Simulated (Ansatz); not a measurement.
# SiSn7: the cost of one run

Method: DFT PBE, scalar-relativistic, plane waves, PAW, unless a step names another level, in Ansatz 0.2.0.

### 1 Starting point

It takes space group P-43m (No. 215, cubic). Conventional cell: a = 6.505 Å, b = 6.505 Å, c = 6.505 Å, α = 90.00°, β = 90.00°, γ = 90.00°. Around Si (site symmetry -43m) lie 4 Sn at 2.69 Å. Sn (site symmetry -42m) has 4 Sn at 2.86 Å in its first shell of neighbours. Sn (site symmetry 3m) has 1 Si at 2.69 Å and 3 Sn at 2.86 Å in its first shell of neighbours.

Structure file:

```
Si Sn
1.0
     6.50549    0.00000    0.00000
     0.00000    6.50549    0.00000
     0.00000    0.00000    6.50549
Si Sn
1 7
Direct
  0.00000 0.00000 0.00000
  0.00000 0.50000 0.50000
  0.23848 0.76152 0.76152
  0.50000 0.00000 0.50000
  0.76152 0.23848 0.76152
  0.76152 0.76152 0.23848
  0.50000 0.50000 0.00000
  0.23848 0.23848 0.23848
```

It came out lowest among 17 distinct ends of the trial cells. At a tolerance of 0.05 Å it has space group P-43m (No. 215).

### 2 Tight relaxation for the response runs, on the response runs' mesh and smearing

The input, input.yaml:

```yaml
crystal:
  lattice:
    - [6.5054857021, 0.0, 0.0]
    - [0.0, 6.5054857021, 0.0]
    - [0.0, 0.0, 6.5054857021]
  atoms:
    - { symbol: Si, position: [0.0, 0.0, 0.0] }
    - { symbol: Sn, position: [0.0, 0.5, 0.5] }
    - { symbol: Sn, position: [0.238475943, 0.761524057, 0.761524057] }
    - { symbol: Sn, position: [0.5, 0.0, 0.5] }
    - { symbol: Sn, position: [0.761524057, 0.238475943, 0.761524057] }
    - { symbol: Sn, position: [0.761524057, 0.761524057, 0.238475943] }
    - { symbol: Sn, position: [0.5, 0.5, 0.0] }
    - { symbol: Sn, position: [0.238475943, 0.238475943, 0.238475943] }
basis:
  ecutwfc: 420
kpoints:
  mp_grid: { grid: [6, 6, 6] }
hamiltonian:
  xc: pbe
scf:
  occupations: { method: gaussian, width: 0.1 }
output:
  forces: true
  stress: true
  eigenvalues: true
relax:
  adjacent_minimum: "off"
  f_tol: 0.001
  max_steps: 60
  cell: { stress_tol: 0.01 }
```

The run is started by

```
$ ansatz run input.yaml --threads 3 --pin off --max-ram 7680MiB --backend cpu --events-out ev --progress --plain --runs-dir out
```

What time and memory should one allow on 3 threads of Intel Xeon Platinum 8259CL at 2.50GHz (Skylake/Cascade Lake), shared host?

About 40 s, with a peak of 0.82 GiB.
